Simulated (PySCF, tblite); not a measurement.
# C₆H₁₆BNSi: geometry, infrared bands and NMR shifts

Wanted: the infrared bands and NMR shifts of C₆H₁₆BNSi (`C/C=C/[Si@@H](NC)B(C)C`), by calculation.

Programs: tblite 0.8.0 and PySCF 2.14.0, with density-fitted response routines of our own. Each step states its level of theory. These are calculated values for one molecule in the gas phase, unless marked as measured. Atoms count from 0, in the outputs and in this text.

## 1. Starting geometry

25 atoms, charge 0, multiplicity 1; geometry from: force field or distance geometry start.

Bonds of the start (Å): C0–C1 1.51, C1–C2 1.34, C2–Si3 1.86, Si3–N4 1.78, N4–C5 1.45, Si3–B6 1.94, B6–C7 1.59, B6–C8 1.58, C0–H9 1.11, C0–H10 1.11, C0–H11 1.10, C1–H12 1.07, C2–H13 1.08, Si3–H14 1.48, N4–H15 1.05, C5–H16 1.12, C5–H17 1.12, C5–H18 1.11, C7–H19 1.11, C7–H20 1.12, C7–H21 1.10, C8–H22 1.10, C8–H23 1.10, C8–H24 1.12.

## 2. Optimising the geometry with GFN2-xTB

The job: settings as JSON, then the geometry in Å.

```
{"job": {"kind": "relax", "xc": "GFN2-xTB", "basis": "xTB"}, "charge": 0, "multiplicity": 1}
C      3.211300    -1.182000    -0.680200
C      1.845100    -0.546800    -0.561500
C      1.294200    -0.378400     0.650700
Si    -0.385300     0.408900     0.799100
N     -0.369100     2.045300     0.087200
C      0.518900     2.916400     0.839800
B     -1.688000    -0.709700    -0.113900
C     -1.891700    -2.219900     0.340000
C     -2.509200    -0.120100    -1.329200
H      3.951600    -0.571100    -0.131800
H      3.181600    -2.208400    -0.260100
H      3.486600    -1.237900    -1.748300
H      1.324200    -0.237300    -1.443000
H      1.804700    -0.684500     1.549000
H     -0.753000     0.499400     2.231200
H     -1.339500     2.430200     0.185400
H      0.202400     2.992900     1.908300
H      1.568500     2.539300     0.788300
H      0.503400     3.939400     0.408200
H     -1.652900    -2.894500    -0.508100
H     -2.957400    -2.370900     0.643100
H     -1.235800    -2.467900     1.192300
H     -3.187300    -0.881200    -1.734900
H     -1.819000     0.210400    -2.123000
H     -3.115000     0.752300    -0.979600
```

Launch:

```sh
$ OMP_NUM_THREADS=1 python probes_run.py task.json out
```

The driver reads the jobs from task.json and runs them one after another.

**Question.** This job is followed by: GFN2-xTB harmonic vibrations, gas phase; GIAO PBE0/pcSseg-1 NMR shielding, non-relativistic, gas phase. What will the session give for the following? strongest single infrared mode (GFN2-xTB); zero-point energy (GFN2-xTB); ¹³C shifts against TMS (PBE0/pcSseg-1, means over atoms taken as alike); ¹H shifts against TMS (PBE0/pcSseg-1, means over atoms taken as alike); ²⁹Si shifts against TMS (PBE0/pcSseg-1); ¹⁵N shifts against NH3 (PBE0/pcSseg-1); ¹¹B shifts against BF3·OEt2 (PBE0/pcSseg-1); surface potential, 1st and 99th percentile.

As calculated:

| quantity | value |
| --- | --- |
| strongest single infrared mode (GFN2-xTB) | 1978 cm⁻¹, 456 km/mol |
| zero-point energy (GFN2-xTB) | 130.1 kcal/mol |
| ¹³C shifts against TMS (PBE0/pcSseg-1, means over atoms taken as alike) | 156.1, 138.6, 32.2, 27.7, 22.9 ppm |
| ¹H shifts against TMS (PBE0/pcSseg-1, means over atoms taken as alike) | 6.62, 6.02, 5.18, 2.71, 2.01, 1.44, -0.21 ppm |
| ²⁹Si shifts against TMS (PBE0/pcSseg-1) | -43.1 ppm |
| ¹⁵N shifts against NH3 (PBE0/pcSseg-1) | 20.0 ppm |
| ¹¹B shifts against BF3·OEt2 (PBE0/pcSseg-1) | 110.6 ppm |
| surface potential, 1st and 99th percentile | -1.10 V and 1.08 V |

What this shows: The optimisation took 224 steps and gained 0.518 eV; among the close pairs (by a distance rule), Si3–N4 changed most, from 1.785 to 1.736 Å. The lowest mode is slightly imaginary (6i cm⁻¹), a soft motion within the noise of the Hessian, so the minimum is not strictly shown. The strongest single mode, at 1978 cm⁻¹, moves mainly H14. GFN2-xTB is a fitted tight-binding method: band positions and strengths are rough. Its intensities can rank the bands wrongly. At PBE0/pcSseg-1: The widest tensor belongs to C1: span 246 ppm, with a paramagnetic part of -228 ppm. At PBE0/pcSseg-1, counted by nearest atom on the grid, the HOMO lies on N4 58 %; H14 11 %, the LUMO on B6 55 %; Si3 7 %.
